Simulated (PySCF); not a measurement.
**ClH5P2Si: a tour of settings**

Aim: see how ClH5P2Si (`P[SiH](P)Cl`) answers to the choice of functional, basis, grid and SCF options.

Computed with PySCF 2.14.0, with density-fitted response routines of our own, on a single molecule in the gas phase. Atoms count from 0, in the outputs and in this text.

## (1) Starting geometry

9 atoms, charge 0, multiplicity 1; geometry from: GFN2-xTB.

Bonds of the start (Å): P0–Si1 2.27, Si1–P2 2.27, Si1–Cl3 2.03, P0–H4 1.39, P0–H5 1.39, Si1–H6 1.47, P2–H7 1.39, P2–H8 1.39.

## (2) J couplings: wB97X-D/def2-TZVPP

The job: settings as JSON, then the geometry in Å.

```
{"job": {"kind": "j", "xc": "wB97X-D", "basis": "def2-TZVPP", "scf": {"aux": "def2-qzvpp-jkfit"}}, "charge": 0, "multiplicity": 1}
P     -1.830157     0.080672     0.717571
Si    -0.009023    -0.905305    -0.200211
P      1.884680     0.304091    -0.492906
Cl    -0.561498    -1.597304    -2.023881
H     -1.784376     1.211055    -0.085990
H     -1.115301     0.699389     1.731248
H      0.334587    -2.058239     0.638418
H      1.840919     0.878498     0.768068
H      1.253729     1.393137    -1.077498
```

Level: wB97X-D/def2-TZVPP indirect spin-spin coupling, non-relativistic, gas phase.

Run with:

```console
OMP_NUM_THREADS=1 python probes_run.py task.json out
```

The driver reads the jobs from task.json and runs them one after another.

Output:

```text
final grid: 74384 points
cycle   1  E = -1435.4611116297  dE =  1.166e-01  |g| = 3.345e-01  |ddm| = 2.201e+00
cycle   2  E = -1435.4775758514  dE = -1.646e-02  |g| = 2.893e-01  |ddm| = 4.918e-01
cycle   3  E = -1435.4968134923  dE = -1.924e-02  |g| = 3.037e-02  |ddm| = 2.229e-01
cycle   4  E = -1435.4971184117  dE = -3.049e-04  |g| = 9.366e-03  |ddm| = 3.713e-02
cycle   5  E = -1435.4971618809  dE = -4.347e-05  |g| = 3.755e-03  |ddm| = 1.674e-02
cycle   6  E = -1435.4971670266  dE = -5.146e-06  |g| = 6.433e-04  |ddm| = 5.440e-03
cycle   7  E = -1435.4971673052  dE = -2.786e-07  |g| = 2.114e-04  |ddm| = 1.845e-03
cycle   8  E = -1435.4971673261  dE = -2.093e-08  |g| = 5.737e-05  |ddm| = 4.772e-04
cycle   9  E = -1435.4971673278  dE = -1.697e-09  |g| = 1.401e-05  |ddm| = 1.381e-04
cycle  10  E = -1435.4971673279  dE = -1.055e-10  |g| = 4.401e-06  |ddm| = 3.115e-05
converged SCF energy = -1435.4971673279

Indirect spin-spin couplings (Hz)
  i      j    bonds     total        FC       PSO       DSO        SD
  0 P    1 Si   1     18.456    17.345    10.138    -0.101    -8.926
  0 P    2 P    2     -0.801     5.383   -11.463    -0.082     5.361
  0 P    4 H    1    108.259   101.299     6.787     0.434    -0.261
  0 P    5 H    1    106.871    99.642     7.125     0.417    -0.313
  0 P    6 H    2     34.817    35.337    -0.273    -0.204    -0.042
  0 P    7 H    3     -1.159    -0.705    -0.226     0.069    -0.296
  0 P    8 H    3     -0.105     0.420    -0.272     0.053    -0.306
  1 Si   2 P    1     18.331    17.271    10.111    -0.101    -8.951
  1 Si   4 H    2      7.172     7.032     0.322    -0.053    -0.127
  1 Si   5 H    2      4.003     3.981     0.239    -0.062    -0.154
  1 Si   6 H    1   -135.109  -135.576     1.299    -0.429    -0.402
  1 Si   7 H    2      4.002     3.980     0.238    -0.061    -0.155
  1 Si   8 H    2      7.100     6.958     0.321    -0.053    -0.125
  2 P    4 H    3     -0.103     0.427    -0.273     0.053    -0.310
  2 P    5 H    3     -1.167    -0.711    -0.227     0.070    -0.299
  2 P    6 H    2     34.685    35.205    -0.275    -0.203    -0.042
  2 P    7 H    1    107.798   100.564     7.108     0.416    -0.290
  2 P    8 H    1    111.210   104.542     6.783     0.434    -0.550
  4 H    5 H    2     -9.702   -10.021     0.924    -0.737     0.133
  4 H    6 H    3      7.162     7.632     1.614    -2.101     0.016
  4 H    8 H    4      0.277    -0.050    -1.337     1.651     0.013
  5 H    6 H    3     -1.092    -1.052     0.150    -0.194     0.004
  5 H    7 H    4      0.942     0.597    -1.405     1.737     0.013
  6 H    7 H    3     -1.123    -1.083     0.151    -0.196     0.004
  6 H    8 H    3      7.142     7.612     1.614    -2.100     0.016
  7 H    8 H    2     -9.632    -9.953     0.928    -0.743     0.135
```

It took 65 s on 1 thread of Arm Neoverse V1, shared host; peak memory 0.92 GiB.

This basis has no tight s functions, so the Fermi-contact terms are rough.

Couplings of 1 Hz or more, nine at most for each number of bonds, with means over like pairs (isotopes 1H, 31P, 29Si):

```tsv
pair	bonds	J (Hz)	Fermi contact (Hz)
Si1–H6	1	-135.1	-135.6
P0–H4	1	108.5	101.5
P0–Si1	1	18.4	17.3
P0–H6	2	34.8	35.3
H4–H5	2	-9.7	-10.0
Si1–H4	2	5.6	5.5
H4–H6	3	3.0	3.3
```

The response was solved for the nuclei of H, P, Si alone, so couplings that need other nuclei can be missing.

Quadrupole couplings from the field gradients of the same density:

```tsv
atom	isotope	eQq/h (MHz)	η
Cl3	35Cl	-40.3	0.01
```

## (3) Ultraviolet spectrum: PBE0/def2-SVPD

The job, as its differences from that of step 2:

```diff
@@ -1,2 +1,2 @@
-{"job": {"kind": "j", "xc": "wB97X-D", "basis": "def2-TZVPP", "scf": {"aux": "def2-qzvpp-jkfit"}}, "charge": 0, "multiplicity": 1}
+{"job": {"kind": "uv", "xc": "PBE0", "basis": "def2-SVPD", "nstates": 1, "ntriplets": 0, "tda": true}, "charge": 0, "multiplicity": 1}
 P     -1.830157     0.080672     0.717571
```

With the program's defaults for keys left out, this is: TDA PBE0/def2-SVPD, vertical, gas phase, core orbitals frozen in the response.

Output:

```text
coarse grid: 9600 points
cycle   1  E = -1434.3204769351  dE =  1.321e-01  |g| = 2.233e-01  |ddm| = 3.478e+00
cycle   2  E = -1434.3174319134  dE =  3.045e-03  |g| = 2.484e-01  |ddm| = 8.116e-01
cycle   3  E = -1434.3364925197  dE = -1.906e-02  |g| = 2.882e-02  |ddm| = 4.219e-01
cycle   4  E = -1434.3367573587  dE = -2.648e-04  |g| = 1.118e-02  |ddm| = 6.598e-02
cycle   5  E = -1434.3368027328  dE = -4.537e-05  |g| = 1.668e-03  |ddm| = 2.427e-02
cycle   6  E = -1434.3368037077  dE = -9.749e-07  |g| = 5.672e-04  |ddm| = 3.940e-03
final grid: 74384 points
cycle   7  E = -1434.4896201794  dE = -1.067e-05  |g| = 2.827e-03  |ddm| = 5.707e-02
cycle   8  E = -1434.4896203892  dE = -2.098e-07  |g| = 2.702e-03  |ddm| = 9.836e-03
cycle   9  E = -1434.4896228114  dE = -2.422e-06  |g| = 2.061e-04  |ddm| = 4.981e-03
cycle  10  E = -1434.4896228263  dE = -1.489e-08  |g| = 5.542e-05  |ddm| = 5.083e-04
cycle  11  E = -1434.4896228273  dE = -1.005e-09  |g| = 2.256e-05  |ddm| = 1.335e-04
cycle  12  E = -1434.4896228274  dE = -1.382e-10  |g| = 3.353e-06  |ddm| = 3.948e-05
converged SCF energy = -1434.4896228274

Static polarisability (au): isotropic 96.524, principal 78.157 95.408 116.006

Singlet excitations
state   eV       nm        f      main configurations
  1   5.6062    221.2   0.00001   H->L+1 0.98
```

It took 6.4 s on 1 thread of Arm Neoverse V1, shared host; peak memory 0.57 GiB.

The orbitals next to the gap, with their largest atomic shares:

```tsv
orbital	eV	atoms
HOMO−3	-9.08	Cl3 54 %, P0 14 %, P2 14 %
HOMO−2	-8.91	Cl3 21 %, P2 19 %, P0 18 %
HOMO−1	-8.65	P0 23 %, P2 23 %, Si1 19 %
HOMO	-7.20	P2 38 %, P0 38 %, Si1 9 %
LUMO	-0.46	P2 29 %, P0 29 %, Si1 20 %
LUMO+1	-0.31	Si1 28 %, Cl3 24 %, P2 12 %
LUMO+2	0.27	Si1 23 %, P2 20 %, P0 19 %
```

Further results of this job:

```tsv
property	computed
dipole moment (D)	1.83
polarisability (Å³)	14.30
HOMO–LUMO gap (eV)	6.74
−ε(HOMO) (eV)	7.20
```

## (4) Indirect couplings: X3LYP/6-311+G(2d,p)

The job, as its differences from that of step 3:

```diff
@@ -1,2 +1,2 @@
-{"job": {"kind": "uv", "xc": "PBE0", "basis": "def2-SVPD", "nstates": 1, "ntriplets": 0, "tda": true}, "charge": 0, "multiplicity": 1}
+{"job": {"kind": "j", "xc": "X3LYP", "basis": "6-311+G(2d,p)", "scf": {"aux": "def2-universal-jkfit", "damp": 0.1}}, "charge": 0, "multiplicity": 1}
 P     -1.830157     0.080672     0.717571
```

Level: X3LYP/6-311+G(2d,p) indirect spin-spin coupling, non-relativistic, gas phase.

Output:

```text
damping 0.10 in the first 6 cycles
final grid: 74384 points
cycle   1  E = -1435.3708809969  dE =  1.026e-01  |g| = 3.234e-01  |ddm| = 2.428e+00
cycle   2  E = -1435.3735804208  dE = -2.699e-03  |g| = 2.652e-01  |ddm| = 5.987e-01
cycle   3  E = -1435.3696381206  dE =  3.942e-03  |g| = 2.844e-01  |ddm| = 5.664e-01
cycle   4  E = -1435.3602046750  dE =  9.433e-03  |g| = 3.347e-01  |ddm| = 6.500e-01
cycle   5  E = -1435.3492160001  dE =  1.099e-02  |g| = 3.801e-01  |ddm| = 7.714e-01
cycle   6  E = -1435.2958212534  dE =  5.339e-02  |g| = 5.756e-01  |ddm| = 1.037e+00
cycle   7  E = -1435.2077635842  dE =  8.806e-02  |g| = 7.760e-01  |ddm| = 1.497e+00
cycle   8  E = -1435.3914688483  dE = -1.837e-01  |g| = 2.453e-02  |ddm| = 9.083e-01
cycle   9  E = -1435.3915327605  dE = -6.391e-05  |g| = 2.155e-02  |ddm| = 8.011e-02
cycle  10  E = -1435.3916615950  dE = -1.288e-04  |g| = 2.035e-03  |ddm| = 3.173e-02
cycle  11  E = -1435.3916625189  dE = -9.239e-07  |g| = 6.039e-04  |ddm| = 3.190e-03
cycle  12  E = -1435.3916626284  dE = -1.096e-07  |g| = 1.612e-04  |ddm| = 1.235e-03
cycle  13  E = -1435.3916626369  dE = -8.489e-09  |g| = 4.699e-05  |ddm| = 3.176e-04
cycle  14  E = -1435.3916626376  dE = -6.296e-10  |g| = 7.265e-06  |ddm| = 8.514e-05
converged SCF energy = -1435.3916626376

Indirect spin-spin couplings (Hz)
  i      j    bonds     total        FC       PSO       DSO        SD
  0 P    1 Si   1     82.778    80.452    10.534    -0.101    -8.107
  0 P    2 P    2      5.458    13.118   -13.027    -0.082     5.449
  0 P    4 H    1    167.553   161.276     6.893     0.454    -1.070
  0 P    5 H    1    164.985   158.350     7.240     0.436    -1.041
  0 P    6 H    2     42.530    43.079    -0.355    -0.202     0.009
  0 P    7 H    3     -1.456    -1.098    -0.165     0.070    -0.263
  0 P    8 H    3     -0.646    -0.197    -0.223     0.053    -0.279
  1 Si   2 P    1     82.753    80.466    10.510    -0.101    -8.123
  1 Si   4 H    2      7.664     7.503     0.318    -0.054    -0.103
  1 Si   5 H    2      3.443     3.384     0.244    -0.063    -0.121
  1 Si   6 H    1   -213.217  -213.915     1.125    -0.435     0.008
  1 Si   7 H    2      3.399     3.339     0.243    -0.062    -0.121
  1 Si   8 H    2      7.654     7.494     0.317    -0.054    -0.103
  2 P    4 H    3     -0.655    -0.206    -0.223     0.054    -0.280
  2 P    5 H    3     -1.454    -1.096    -0.165     0.070    -0.263
  2 P    6 H    2     42.599    43.148    -0.357    -0.201     0.009
  2 P    7 H    1    164.917   158.299     7.224     0.436    -1.042
  2 P    8 H    1    167.549   161.280     6.886     0.454    -1.070
  4 H    5 H    2    -10.305   -10.559     0.816    -0.704     0.143
  4 H    6 H    3      7.799     8.649     1.231    -2.092     0.011
  4 H    8 H    4      0.498    -0.141    -1.012     1.645     0.006
  5 H    6 H    3     -1.215    -1.189     0.151    -0.188     0.011
  5 H    7 H    4      1.373     0.708    -1.071     1.731     0.005
  6 H    7 H    3     -1.222    -1.195     0.152    -0.190     0.011
  6 H    8 H    3      7.779     8.628     1.231    -2.092     0.011
  7 H    8 H    2    -10.259   -10.511     0.819    -0.710     0.143
```

Wall time 31 s (1 thread of Arm Neoverse V1, shared host); peak memory 0.75 GiB.

The basis is not made for couplings: without tight functions at the nuclei these values are rough.

In short: J(Si1,H6) -213.2 Hz, J(P0,H4) 166.3 Hz, J(P0,Si1) 82.8 Hz (means over like pairs).

## (5) Indirect couplings: X3LYP/IGLO-III

The job, as its differences from that of step 4:

```diff
@@ -1,2 +1,2 @@
-{"job": {"kind": "j", "xc": "X3LYP", "basis": "6-311+G(2d,p)", "scf": {"aux": "def2-universal-jkfit", "damp": 0.1}}, "charge": 0, "multiplicity": 1}
+{"job": {"kind": "j", "xc": "X3LYP", "basis": "IGLO-III"}, "charge": 0, "multiplicity": 1}
 P     -1.830157     0.080672     0.717571
```

With the program's defaults for keys left out, this is: X3LYP/IGLO-III indirect spin-spin coupling, non-relativistic, gas phase.

Output:

```text
coarse grid: 9600 points
cycle   1  E = -1435.3563916546  dE =  3.529e-02  |g| = 3.539e-01  |ddm| = 2.382e+00
cycle   2  E = -1435.3517958676  dE =  4.596e-03  |g| = 3.178e-01  |ddm| = 5.559e-01
cycle   3  E = -1435.3748509005  dE = -2.306e-02  |g| = 9.514e-02  |ddm| = 3.443e-01
cycle   4  E = -1435.3769427887  dE = -2.092e-03  |g| = 1.901e-02  |ddm| = 8.443e-02
cycle   5  E = -1435.3770387044  dE = -9.592e-05  |g| = 4.446e-03  |ddm| = 2.186e-02
cycle   6  E = -1435.3770428375  dE = -4.133e-06  |g| = 1.052e-03  |ddm| = 4.413e-03
final grid: 74384 points
cycle   7  E = -1435.3870525779  dE = -2.526e-05  |g| = 2.981e-03  |ddm| = 1.762e-02
cycle   8  E = -1435.3870524681  dE =  1.098e-07  |g| = 2.273e-03  |ddm| = 3.861e-03
cycle   9  E = -1435.3870534927  dE = -1.025e-06  |g| = 6.903e-04  |ddm| = 2.403e-03
cycle  10  E = -1435.3870536082  dE = -1.154e-07  |g| = 1.299e-04  |ddm| = 5.934e-04
cycle  11  E = -1435.3870536126  dE = -4.428e-09  |g| = 3.342e-05  |ddm| = 1.458e-04
cycle  12  E = -1435.3870536128  dE = -2.574e-10  |g| = 5.045e-06  |ddm| = 3.067e-05
converged SCF energy = -1435.3870536128

Indirect spin-spin couplings (Hz)
  i      j    bonds     total        FC       PSO       DSO        SD
  0 P    1 Si   1     71.678    69.379    10.238    -0.101    -7.838
  0 P    2 P    2      5.107    12.241   -12.624    -0.083     5.573
  0 P    4 H    1    168.548   161.645     6.936     0.436    -0.469
  0 P    5 H    1    165.704   158.444     7.282     0.419    -0.441
  0 P    6 H    2     42.999    43.431    -0.250    -0.203     0.021
  0 P    7 H    3     -1.508    -1.136    -0.182     0.068    -0.258
  0 P    8 H    3     -0.493    -0.045    -0.230     0.051    -0.269
  1 Si   2 P    1     71.664    69.401    10.216    -0.101    -7.852
  1 Si   4 H    2      7.199     7.000     0.351    -0.053    -0.099
  1 Si   5 H    2      2.949     2.843     0.288    -0.063    -0.118
  1 Si   6 H    1   -220.477  -221.067     1.235    -0.437    -0.209
  1 Si   7 H    2      2.914     2.807     0.287    -0.062    -0.118
  1 Si   8 H    2      7.198     7.001     0.350    -0.053    -0.099
  2 P    4 H    3     -0.500    -0.051    -0.231     0.052    -0.270
  2 P    5 H    3     -1.510    -1.138    -0.182     0.068    -0.259
  2 P    6 H    2     43.049    43.483    -0.253    -0.202     0.021
  2 P    7 H    1    165.594   158.353     7.267     0.418    -0.443
  2 P    8 H    1    168.559   161.664     6.929     0.436    -0.470
  4 H    5 H    2     -9.605    -9.871     0.810    -0.727     0.183
  4 H    6 H    3      8.766     9.067     1.788    -2.097     0.008
  5 H    6 H    3     -1.319    -1.298     0.156    -0.191     0.014
  5 H    7 H    4      0.961     0.713    -1.490     1.735     0.003
  6 H    7 H    3     -1.325    -1.304     0.157    -0.193     0.014
  6 H    8 H    3      8.742     9.043     1.787    -2.096     0.008
  7 H    8 H    2     -9.562    -9.826     0.815    -0.733     0.182
```

It took 45 s on 1 thread of Arm Neoverse V1, shared host; peak memory 0.87 GiB.

This run: J(Si1,H6) -220.5 Hz, J(P0,H4) 167.1 Hz, J(P0,Si1) 71.7 Hz (means over like pairs).

## (6) J couplings: B3LYP/3-21G

The job, as its differences from that of step 5:

```diff
@@ -1,2 +1,2 @@
-{"job": {"kind": "j", "xc": "X3LYP", "basis": "IGLO-III"}, "charge": 0, "multiplicity": 1}
+{"job": {"kind": "j", "xc": "B3LYP", "basis": "3-21G", "grid": 4}, "charge": 0, "multiplicity": 1}
 P     -1.830157     0.080672     0.717571
```

Method: B3LYP/3-21G indirect spin-spin coupling, non-relativistic, gas phase.

Output:

```text
coarse grid: 9600 points
cycle   1  E = -1428.0976158369  dE = -6.207e-01  |g| = 3.130e-01  |ddm| = 2.794e+00
cycle   2  E = -1428.0862733526  dE =  1.134e-02  |g| = 3.843e-01  |ddm| = 1.417e+00
cycle   3  E = -1428.1381485172  dE = -5.188e-02  |g| = 1.922e-02  |ddm| = 7.220e-01
cycle   4  E = -1428.1382936097  dE = -1.451e-04  |g| = 8.592e-03  |ddm| = 5.969e-02
cycle   5  E = -1428.1383196517  dE = -2.604e-05  |g| = 1.509e-03  |ddm| = 1.678e-02
cycle   6  E = -1428.1383205117  dE = -8.600e-07  |g| = 3.518e-04  |ddm| = 4.005e-03
final grid: 194296 points
cycle   7  E = -1428.2251619256  dE = -3.269e-06  |g| = 3.875e-03  |ddm| = 1.474e-02
cycle   8  E = -1428.2251608666  dE =  1.059e-06  |g| = 4.257e-03  |ddm| = 1.321e-02
cycle   9  E = -1428.2251664894  dE = -5.623e-06  |g| = 1.823e-04  |ddm| = 7.187e-03
cycle  10  E = -1428.2251665014  dE = -1.203e-08  |g| = 3.295e-05  |ddm| = 4.139e-04
cycle  11  E = -1428.2251665018  dE = -4.095e-10  |g| = 8.453e-06  |ddm| = 7.136e-05
converged SCF energy = -1428.2251665018

Indirect spin-spin couplings (Hz)
  i      j    bonds     total        FC       PSO       DSO        SD
  0 P    1 Si   1     38.257    36.923     7.931    -0.106    -6.491
  0 P    2 P    2      6.606     9.609    -8.811    -0.070     5.878
  0 P    4 H    1    112.391   107.445     4.305     0.656    -0.014
  0 P    5 H    1    109.976   104.775     4.550     0.641     0.011
  0 P    6 H    2     23.288    23.873    -0.291    -0.180    -0.115
  0 P    7 H    3     -0.983    -0.341    -0.497     0.089    -0.235
  0 P    8 H    3     -0.303     0.440    -0.565     0.072    -0.250
  1 Si   2 P    1     38.254    36.947     7.913    -0.106    -6.500
  1 Si   4 H    2      5.755     5.650     0.207    -0.065    -0.036
  1 Si   5 H    2      2.738     2.728     0.133    -0.073    -0.050
  1 Si   6 H    1   -140.788  -141.052     1.058    -0.485    -0.309
  1 Si   7 H    2      2.715     2.705     0.133    -0.072    -0.050
  1 Si   8 H    2      5.748     5.644     0.206    -0.066    -0.036
  2 P    4 H    3     -0.305     0.437    -0.565     0.073    -0.250
  2 P    5 H    3     -0.982    -0.340    -0.497     0.090    -0.235
  2 P    6 H    2     23.319    23.903    -0.291    -0.178    -0.115
  2 P    7 H    1    109.890   104.700     4.541     0.640     0.008
  2 P    8 H    1    112.378   107.435     4.301     0.655    -0.014
  4 H    5 H    2    -11.440   -11.423     0.221    -0.443     0.205
  4 H    6 H    3      6.092     7.855     0.238    -2.018     0.016
  4 H    8 H    4      1.130    -0.221    -0.258     1.611    -0.002
  5 H    6 H    3     -0.681    -0.591     0.022    -0.130     0.019
  5 H    7 H    4      1.817     0.404    -0.275     1.691    -0.003
  6 H    7 H    3     -0.686    -0.595     0.022    -0.132     0.019
  6 H    8 H    3      6.072     7.833     0.238    -2.017     0.016
  7 H    8 H    2    -11.405   -11.383     0.222    -0.449     0.204
```

It took 8.4 s on 1 thread of Arm Neoverse V1, shared host; peak memory 0.5 GiB.

This basis has no tight s functions, so the Fermi-contact terms are rough.

In short: J(Si1,H6) -140.8 Hz, J(P0,H4) 111.2 Hz, J(P0,Si1) 38.3 Hz (means over like pairs).

## (7) Run by run: spin-spin couplings

Couplings (Hz), each a mean over the pairs like the one named, with basis size and wall time:

```tsv
run	Si1–H6	P0–H4	P0–H6	P0–Si1	H4–H5	Si1–H4	H4–H6	functions	time
wB97X-D/def2-TZVPP	-135.1	108.5	34.8	18.4	-9.7	5.6	3.0	238	65 s
X3LYP/6-311+G(2d,p)	-213.2	166.3	42.6	82.8	-10.3	5.5	3.3	170	31 s
X3LYP/IGLO-III	-220.5	167.1	43.0	71.7	-9.6	5.1	3.7	226	45 s
B3LYP/3-21G	-140.8	111.2	23.3	38.3	-11.4	4.2	2.7	62	8.4 s
```

## (8) Summary of results

| quantity | value |
| --- | --- |
| largest coupling of the table (wB97X-D/def2-TZVPP) | 1J(Si,H) Si1–H6, -135.1 Hz |
| lowest singlet (PBE0/def2-SVPD) | 5.61 eV (221 nm), f = 0.000 |
| range of J(Si1,H6), mean over like pairs | -220.5 to -135.1 Hz |

In words: Single values in the summary come from the first run of each kind that ended normally (wB97X-D/def2-TZVPP; PBE0/def2-SVPD), which need not be the best level. In the run at wB97X-D/def2-TZVPP, the largest coupling of the table is Si1–H6, -135.1 Hz, of which the Fermi-contact term gives -135.6 Hz. The first singlet state (HOMO→LUMO+1 0.98) lies at 5.61 eV and is dark. The coupling Si1–H6, as a mean over pairs of its kind, runs from -220.5 Hz (X3LYP/IGLO-III) to -135.1 Hz (wB97X-D/def2-TZVPP). Couplings from bases without tight functions are rough.
